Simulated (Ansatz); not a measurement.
# CH4BFO2S: the cost of one run

All numbers below are computed with Ansatz 0.2.0 (RKS PBE0-D4/6-31G*).

## 1. The structure to begin with

Bond lengths: O1–B2 1.498 Å, B2–F3 1.440 Å, B2–O4 1.448 Å, O4–C5 1.347 Å, C5–S6 1.839 Å, O1–H7 0.977 Å, C5–H8 1.145 Å, C5–H9 1.161 Å, S6–H10 1.416 Å. Angles: O1–B2–F3 118.7°, O1–B2–O4 123.2°, F3–B2–O4 118.1°, B2–O1–H7 103.7°, B2–O4–C5 112.9°, O4–C5–S6 110.7°, O4–C5–H8 111.6°, O4–C5–H9 112.9°, S6–C5–H8 106.8°, S6–C5–H9 104.9°, H8–C5–H9 109.6°, C5–S6–H10 92.7°.

Coordinates:

```xyz
10

O    -0.2496   -2.4735    0.1596
B    -0.1879   -1.3286   -0.8038
F     0.5542   -1.4931   -2.0271
O    -0.8277   -0.0525   -0.5618
C    -0.0498    0.8017    0.1309
S    -0.9350    2.3831    0.4408
H     0.4828   -2.2943    0.7802
H     0.9042    1.0642   -0.4459
H     0.2305    0.4042    1.1849
H     0.1615    2.9377    1.1451
```

## 2. Relaxing end A

Contents of input.yaml:

```yaml
crystal:
  periodic: [false, false, false]
  atoms:
    - { symbol: O, position_ang: [-0.2496, -2.4735, 0.1596] }
    - { symbol: B, position_ang: [-0.1879, -1.3286, -0.8038] }
    - { symbol: F, position_ang: [0.5542, -1.4931, -2.0271] }
    - { symbol: O, position_ang: [-0.8277, -0.0525, -0.5618] }
    - { symbol: C, position_ang: [-0.0498, 0.8017, 0.1309] }
    - { symbol: S, position_ang: [-0.935, 2.3831, 0.4408] }
    - { symbol: H, position_ang: [0.4828, -2.2943, 0.7802] }
    - { symbol: H, position_ang: [0.9042, 1.0642, -0.4459] }
    - { symbol: H, position_ang: [0.2305, 0.4042, 1.1849] }
    - { symbol: H, position_ang: [0.1615, 2.9377, 1.1451] }
basis:
  gaussian: { orbitals: "6-31G*" }
hamiltonian:
  xc: pbe0
  dispersion: d4
relax:
  f_tol: 0.015
  max_steps: 40
output:
  orbitals: {}
```

Run with:

```
ansatz run input.yaml --threads 2 --pin off --max-ram 3072MiB --backend cpu --events-out ev --progress --plain --runs-dir out
```

**Question.** How long does this run take on 2 threads of Intel Xeon Platinum 8259CL at 2.50GHz (Skylake/Cascade Lake), shared host, and how much memory does it need?

About 99 s, with a peak of 0.24 GiB.
